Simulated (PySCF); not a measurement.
# CdH+: from the state search to spectroscopic constants

One job finds the state of CdH+, follows it along the bond with each method and fits the curves.

Computed with PySCF 2.14.0. Level: Cd def2-TZVP with ECP28, H def2-TZVP, scalar-relativistic core potentials.

### 1 The job

A driver script around PySCF takes these settings:

| Item | Value |
| --- | --- |
| atoms | Cd, H |
| charge | 1 |
| basis | Cd def2-TZVP with ECP28, H def2-TZVP |
| Hamiltonian | scalar-relativistic core potentials |
| basis functions | 46 |
| electrons treated | 20 |
| masses in u | 113.9034, 1.0078 |
| levels | PBE0, PBE, r²SCAN, TPSS, revPBE, BLYP, HF, MP2, SCS-MP2, CCSD, CCSD(T) |
| grid | 80 radial by 434 angular points |
| occupations | held fixed by the projection of orbital angular momentum |
| dissociation limit | Cd+ + H, each in its ground configuration |
| starting distance in angstrom | 1.820 |
| values of 2S to try | 0, 2 |

The run is started by

```sh
$ OMP_NUM_THREADS=1 python dia.py task.json out
```

The runs that follow: First curve: PBE0; Excited determinants; PBE (GGA); r²SCAN; TPSS (meta-GGA); revPBE; BLYP; RHF (mean field); Adding correlation.

Q: Predict the outcome of this session. Wanted: for each run, Re; ωe; De; μ.

The runs gave:

Lowest PBE0 solution found, without spin–orbit coupling: ¹Σ⁺ (singlet), closed shell. The other levels ran on it alone.

| level | Re (Å) | ωe (cm⁻¹) | De (eV) | μ (D) |
| --- | --- | --- | --- | --- |
| RHF | 1.684 | 1874 | 0.90 | -2.72 |
| RHF-MP2 | 1.629 | 1919 | 1.76 | n/a |
| RHF-SCS-MP2 | 1.641 | 1888 | 1.84 | n/a |
| RHF-CCSD | 1.660 | 1788 | 1.92 | n/a |
| RHF-CCSD(T) | 1.662 | 1760 | 1.99 | n/a |
| PBE | 1.670 | 1745 | 2.21 | -1.10 |
| revPBE | 1.675 | 1730 | 2.10 | -1.19 |
| BLYP | 1.677 | 1715 | 2.24 | -1.00 |
| TPSS | 1.667 | 1789 | 2.26 | -1.40 |
| r²SCAN | 1.652 | 1826 | 2.16 | -1.42 |
| PBE0 | 1.663 | 1813 | 2.02 | -1.52 |

De is counted to Cd+ + H in their ground configurations. A positive dipole points from Cd to H; in an ion it is taken about the centre of mass and does not tell which atom is negative.

Bond lengths run from 1.629 Å (RHF-MP2) to 1.684 Å (RHF). Among the levels with a De in the table, it runs from 0.90 eV (RHF) to 2.26 eV (TPSS).

T1 is 0.020 near the minimum (highest on the curve 0.023), which may point to more than one leading configuration. Spin–orbit coupling is left out.
